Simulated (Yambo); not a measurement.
A run of Yambo 5.3.0:

File optics5.in:

```
optics
chi
tddft
Chimod= "LRC"
% BndsRnXd
 1 | 38 |
%
NGsBlkXd= 1 Ry
% LongDrXd
 0 | 0 | 1 |
%
% QpntsRXd
 1 | 1 |
%
% EnRngeXd
 0 | 10 | eV
%
% DmRngeXd
 0.2 | 0.2 | eV
%
ETStpsXd= 300
LRC_alpha= -0.2
```

scf.in

```
&CONTROL
  calculation = 'scf'
  prefix = 'pwscf'
  outdir = './tmp'
  pseudo_dir = './pseudo'
/
&SYSTEM
  ibrav = 0
  nat = 2
  ntyp = 2
  ecutwfc = 82
  nbnd = 14
  occupations = 'smearing'
  smearing = 'fd'
  degauss = 0.00367493
  force_symmorphic = .true.
/
&ELECTRONS
  conv_thr = 4d-10
  electron_maxstep = 120
  mixing_beta = 0.5
/
ATOMIC_SPECIES
Hf   178.4900 Hf.upf
C     12.0110 C.upf
CELL_PARAMETERS angstrom
   0.0000000000    2.3250000000    2.3250000000
   2.3250000000    0.0000000000    2.3250000000
   2.3250000000    2.3250000000    0.0000000000
ATOMIC_POSITIONS angstrom
Hf     2.3250000000    2.3250000000    2.3250000000
C      0.0000000000    0.0000000000    0.0000000000
K_POINTS automatic
20 20 20 0 0 0
```

File nscf.in:

```
&CONTROL
  calculation = 'nscf'
  prefix = 'pwscf'
  outdir = './tmp'
  pseudo_dir = './pseudo'
/
&SYSTEM
  ibrav = 0
  nat = 2
  ntyp = 2
  ecutwfc = 82
  nbnd = 38
  occupations = 'smearing'
  smearing = 'fd'
  degauss = 0.00367493
  force_symmorphic = .true.
/
&ELECTRONS
  conv_thr = 1d-08
  diago_full_acc = .true.
  diago_thr_init = 1d-06
/
ATOMIC_SPECIES
Hf   178.4900 Hf.upf
C     12.0110 C.upf
CELL_PARAMETERS angstrom
   0.0000000000    2.3250000000    2.3250000000
   2.3250000000    0.0000000000    2.3250000000
   2.3250000000    2.3250000000    0.0000000000
ATOMIC_POSITIONS angstrom
Hf     2.3250000000    2.3250000000    2.3250000000
C      0.0000000000    0.0000000000    0.0000000000
K_POINTS automatic
20 20 20 0 0 0
```

Potentials or basis: PseudoDojo 0.4.1 SR PBEsol standard.

Command:

```sh
$ OMP_NUM_THREADS=1 pw.x -in scf.in > scf.out
$ OMP_NUM_THREADS=1 pw.x -in nscf.in > nscf.out
$ cd tmp/pwscf.save; p2y; mv SAVE ../..; cd ../..
$ OMP_NUM_THREADS=1 yambo
$ OMP_NUM_THREADS=1 yambo -F optics5.in -J optics5 -C optics5_out
```

Hardware: 1 thread of AMD EPYC 9R45 96-Core Processor (Zen 5) (shared host).

Q: Estimate the wall time of this run.

A: It took 2.1 min on 1 thread of AMD EPYC 9R45 96-Core Processor (Zen 5), on a shared host.
